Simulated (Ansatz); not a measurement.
# K2Rb3: the cost of one run

Method: DFT PBE, scalar-relativistic, plane waves, PAW, in Ansatz 0.2.0.

1 further run of the same task is left out (it didn't finish).

### Step 1. The system as given

Symmetry: Pm-3m, No. 221, cubic system. Conventional cell: a = 6.129 Å, b = 6.129 Å, c = 6.129 Å, α = 90.00°, β = 90.00°, γ = 90.00°. K (site symmetry m-3m) has 12 Rb at 4.33 Å as nearest neighbours. Around K (site symmetry m-3m) lie 6 Rb at 3.06 Å. Rb (site symmetry 4/mmm) is surrounded by 2 K at 3.06 Å.

Coordinates:

```cif
data_structure
_symmetry_space_group_name_H-M 'Pm-3m'
_symmetry_Int_Tables_number 221
_cell_length_a 6.1287
_cell_length_b 6.1287
_cell_length_c 6.1287
_cell_angle_alpha 90.000
_cell_angle_beta 90.000
_cell_angle_gamma 90.000
_cell_volume 230.21
loop_
_atom_site_label
_atom_site_type_symbol
_atom_site_symmetry_multiplicity
_atom_site_Wyckoff_symbol
_atom_site_fract_x
_atom_site_fract_y
_atom_site_fract_z
_atom_site_occupancy
K1 K 1 b 0.50000 0.50000 0.50000 1
K2 K 1 a 0.00000 0.00000 0.00000 1
Rb1 Rb 3 d 0.50000 0.00000 0.00000 1
```

Recipe of the guess: random cell by space group and Wyckoff sites (Pm-3m, No. 221). The dimensions are guesses.

### Step 2. A first look at the guess

Contents of input.yaml:

```yaml
crystal:
  lattice:
    - [6.12874816, 0.0, 0.0]
    - [0.0, 6.12874816, 0.0]
    - [0.0, 0.0, 6.12874816]
  atoms:
    - { symbol: K, position: [0.5, 0.5, 0.5] }
    - { symbol: K, position: [0.0, 0.0, 0.0] }
    - { symbol: Rb, position: [0.5, 0.0, 0.0] }
    - { symbol: Rb, position: [0.0, 0.5, 0.0] }
    - { symbol: Rb, position: [0.0, 0.0, 0.5] }
basis:
  ecutwfc: 420
kpoints:
  mp_grid: { grid: [4, 4, 4] }
hamiltonian:
  xc: pbe
scf:
  occupations: { method: gaussian, width: 0.1 }
  lower_state_search: "off"
output:
  forces: true
  stress: true
  eigenvalues: true
```

Command:

```console
> ansatz run input.yaml --threads 1 --pin off --max-ram 2048MiB --backend cpu --events-out ev --progress --plain --runs-dir out
```

**Question.** How long does this run take on 1 thread of Arm Neoverse V1, shared host, and how much memory does it need?

About 4.2 s, with a peak of 0.4 GiB.
